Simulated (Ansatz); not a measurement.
**CH₂Ge (quintet): the correlation ladder, cc-pVTZ**

An exercise on one series of results from a longer session: the logs are not shown, and one member is left open.

Program: Ansatz 0.2.0, Gaussian basis. Level of theory: cc-pVTZ, core rule «outside noble gas», up to 15 orbitals frozen. These are calculated values, not measurements.

The runs, in order: UHF; CCSD(T) on ROHF; CCSD(T) on UHF; BCCD(T) on ROHF; CCSDT(Q) on ROHF; CCSDT(Q) on UHF; CASSCF and MRCISD+Q, 10 electrons in 10 orbitals; CASSCF and NEVPT2, 10 electrons in 10 orbitals.

6 further runs of the same task are left out: 6 set aside as unsound or not needed.

## What is computed

The geometry is a PBE0/def2-TZVP stationary point (not a proven minimum) of the parent state, kept for this charge and spin. No spin-orbit coupling is included. The filled d shell of Ge may be among the frozen orbitals whatever the setting's name suggests; the logs give the count.

4 atoms, charge 0, spin multiplicity 5.

Atoms are counted from 1 here; the program's logs count them from 0.

Bond lengths: Ge1–C2 1.957 Å, C2–H3 1.091 Å, C2–H4 1.091 Å. Angles: Ge1–C2–H3 123.6°, Ge1–C2–H4 123.6°, H3–C2–H4 112.9°.

Geometry (Å):

```xyz
4
CH2Ge
Ge    0.0000    0.0000    0.3308
C     0.0000    0.0000   -1.6265
H     0.0000    0.9089   -2.2295
H     0.0000   -0.9089   -2.2295
```

Set-up of the first run:

The input, in.yaml:

```yaml
crystal:
  periodic: [false, false, false]
  atoms:
    - {symbol: Ge, position_ang: [0.000000, 0.000000, 0.330803]}
    - {symbol: C, position_ang: [0.000000, 0.000000, -1.626483]}
    - {symbol: H, position_ang: [0.000000, 0.908852, -2.229454]}
    - {symbol: H, position_ang: [0.000000, -0.908852, -2.229454]}
basis:
  gaussian: {orbitals: cc-pVTZ}
magnetization: {spin_polarized: true, initial_magnetization: 4}
hamiltonian: {xc: hf}
output: {orbitals: {seedname: orbitals}}
```

Run with:

```bash
> ansatz run in.yaml --threads 1 --pin off --events-out ev --progress --plain --max-ram 2816MiB --backend cpu
```

Among the steps run: UHF; CCSD(T) on ROHF; CCSD(T) on UHF; BCCD(T) on ROHF; CCSDT(Q) on ROHF; CCSDT(Q) on UHF; CASSCF and MRCISD+Q, 10 electrons in 10 orbitals; CASSCF and NEVPT2, 10 electrons in 10 orbitals.

One of the session's tables, all rows but one given; the rest of the session is left out.

```
          method  from RCCSDT(Q) (meV)
            ROHF               +6320.0
             UHF               +6103.2
            RMP2                +962.9
            UMP2                +970.3
           RCCSD                     ?
           UCCSD                +226.9
        RCCSD(T)                 +34.1
        UCCSD(T)                 +10.1
         BCCD(T)                 +34.5
          RCCSDT                  +9.6
          UCCSDT                 -16.2
       RCCSDT(Q)                     0
       UCCSDT(Q)                 -25.6
  CASSCF valence               +4547.7
  NEVPT2 valence               +1045.9
  MRCISD valence                +355.2
MRCISD+Q valence                 +72.2
```

Estimate the missing values for RCCSD.

The run gave: from RCCSDT(Q) (meV): +258.8. In the column «from RCCSDT(Q) (meV)» it lies between UCCSD (+226.9) and MRCISD valence (+355.2).

To keep in mind: Restricted and unrestricted rows rest on different reference determinants; where their highest levels disagree by more than a few hundredths of an eV, they describe different states and don't form one ladder.
